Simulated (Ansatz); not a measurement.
CdHgSe2:

```
Hg Cd Se
1.0
     4.36423    0.00000    0.00000
     0.00000    4.36423    0.00000
     0.00000    0.00000    6.15924
Hg Cd Se
1 1 2
Direct
  0.00000 0.00000 0.00000
  0.50000 0.50000 0.50000
  0.50000 0.00000 0.74699
  0.00000 0.50000 0.25301
```

The cell comes from a database or a generator and needn't be the stable form of this composition.

```yaml
Program: Ansatz 0.2.0
Task: relaxation of cell and atoms
Functional: RPBE
Potentials_or_basis: Ansatz PAW
Cutoff: "420 eV (not typed: the program's choice for these potentials)"
k_mesh: 6 × 6 × 5
Occupations: fermi-dirac, width 0.05 eV
Spin: no spin polarisation
```

At the start: volume 29.33 Å³/atom.

Task: Where does the relaxation end?

Result: It ends after 5 steps and the volume is 31.57 Å³/atom (+7.6 %); space group P-4m2 (No. 115, to 0.05 Å).

The path:
```
step  energy change (eV)  largest force (eV/Å)  volume (Å³)
   1              0.0000                0.0162       117.31
   2             -0.0747                0.0396       129.37
   3             -0.0836                0.0020       126.72
   4             -0.0838                0.0024       126.26
   5             -0.0852                0.0024       126.26
```

Final structure:
```xyz
4
Lattice="4.4742 0.0000 0.0000 0.0000 4.4742 0.0000 0.0000 0.0000 6.3072" Properties=species:S:1:pos:R:3 pbc="T T T"
Hg    0.0000    0.0000    0.0000
Cd    2.2371    2.2371    3.1536
Se    2.2371    0.0000    4.7085
Se    0.0000    2.2371    1.5987
```

Caveat: the plane-wave basis is chosen anew once the cell has moved, so the energies of steps on either side of that aren't comparable; the PAW data sets come from PBE, with cores solved anew for the run's functional, which leaves a small shift of forces and pressure.
